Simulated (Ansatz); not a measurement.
Crystal: MnPt2.

```xyz
3
Lattice="2.8584 0.0000 0.0000 -1.4292 2.4755 0.0000 0.0000 0.0000 6.5325" Properties=species:S:1:pos:R:3 pbc="T T T"
Pt    1.4292    0.8252    2.0656
Pt    0.0000    1.6503    4.4669
Mn    0.0000    0.0000    0.0000
```

The cell comes from a database or a generator and needn't be the stable form of this composition.

Program: Ansatz 0.2.0. Alike in all runs: potentials or basis Ansatz PAW; spin collinear, ferromagnetic start; cell as given; k mesh 6 × 6 × 2; smearing fermi-dirac 0.05 eV; the mesh is coarse, so values aren't converged.

**Question.** Order these runs on this cell by their pressure, lowest first.
A. level B3LYP; cutoff (eV) 420
B. level r2SCAN0; cutoff (eV) 500
C. level HF; cutoff (eV) 420
D. level HSEsol; cutoff (eV) 420; points for each segment of the path 4
E. level HSE03; cutoff (eV) 420; points for each segment of the path 4

**Answer.** D (-7.5 GPa), B (-3.7 GPa), E (-1.7 GPa), A (6.8 GPa), C (16.4 GPa).

Caveats: all runs use coarse meshes; the magnetic or orbital state may not be the lowest; the PAW data sets come from PBE, with cores solved anew for the run's functional, which leaves a small shift of forces and pressure; the thresholds are loose for stress; so large a pressure means that the cell lies far from this level's equilibrium, or that cutoff or potentials fall short (some runs).
